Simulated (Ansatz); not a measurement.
# C3H4F2Si: basis-set convergence

One table from this session's results is given with a row withheld; the runs are named, their logs left out.

Method: one geometry, several basis sets; program: Ansatz 0.2.0, Gaussian basis.

Levels to be run: PBE0-D4/def2-SVP; ωB97M-V/def2-SVP; PBE0-D4/def2-QZVPP; ωB97M-V/def2-QZVPP; the functionals' def2-TZVPP values are taken from earlier runs.

## The relaxed structure

All runs share one geometry, relaxed beforehand with PBE0-D4 in a triple-zeta def2 set.

SMILES `C=C=C(F)[SiH2]F`, 10 atoms, charge 0, spin multiplicity 1.

Atoms are counted from 1 here; the program's logs count them from 0.

Bond lengths: C1–C2 1.299 Å, C1–H7 1.086 Å, C1–H8 1.086 Å, C2–C3 1.305 Å, C3–F4 1.357 Å, C3–Si5 1.861 Å, Si5–F6 1.598 Å, Si5–H9 1.481 Å, Si5–H10 1.478 Å. Angles: C2–C1–H7 121.3°, C2–C1–H8 121.2°, H7–C1–H8 117.5°, C1–C2–C3 176.0°, C2–C3–F4 120.6°, C2–C3–Si5 122.0°, F4–C3–Si5 117.4°, C3–Si5–F6 110.2°, C3–Si5–H9 110.2°, C3–Si5–H10 107.6°, F6–Si5–H9 107.1°, F6–Si5–H10 108.9°, H9–Si5–H10 112.7°.

Set-up of the first run:

in.yaml

```yaml
crystal:
  periodic: [false, false, false]
  atoms:
    - {symbol: C, position_ang: [-1.195783, -1.658607, 0.823925]}
    - {symbol: C, position_ang: [-0.167856, -0.934513, 0.499282]}
    - {symbol: C, position_ang: [0.807539, -0.144944, 0.139991]}
    - {symbol: F, position_ang: [2.096152, -0.472018, 0.412290]}
    - {symbol: Si, position_ang: [0.504661, 1.434482, -0.796115]}
    - {symbol: F, position_ang: [0.906225, 2.694313, 0.101036]}
    - {symbol: H, position_ang: [-1.583975, -2.419331, 0.153414]}
    - {symbol: H, position_ang: [-1.692019, -1.533083, 1.781582]}
    - {symbol: H, position_ang: [1.348539, 1.478185, -2.012089]}
    - {symbol: H, position_ang: [-0.940385, 1.504218, -1.100514]}
basis:
  gaussian: {orbitals: def2-SVP}
hamiltonian: {xc: pbe0, dispersion: d4}
output: {orbitals: {seedname: orbitals}}
```

Launch:

```bash
$ ansatz run in.yaml --threads 4 --pin off --events-out ev --progress --plain --max-ram 10444MiB
```

Among the steps run: PBE0-D4 in def2-SVP; ωB97M-V in def2-SVP; PBE0-D4 in def2-QZVPP; ωB97M-V in def2-QZVPP.

One of the session's tables, all rows but one given; the rest of the session is left out.

It belongs to the step «Density functionals: the series». 

| functional | basis | HOMO (eV) |
| --- | --- | --- |
| PBE0-D4 | def2-SVP | -7.80 |
| PBE0-D4 | def2-TZVPP | -7.89 |
| PBE0-D4 | def2-QZVPP | ? |
| ωB97M-V | def2-SVP | -9.98 |
| ωB97M-V | def2-TZVPP | -10.10 |
| ωB97M-V | def2-QZVPP | -10.13 |

**Question.** Estimate the row for PBE0-D4, def2-QZVPP.

**Answer.** HOMO (eV): -7.91. In the column «HOMO (eV)» it lies between ωB97M-V, def2-SVP (-9.98) and PBE0-D4, def2-TZVPP (-7.89).
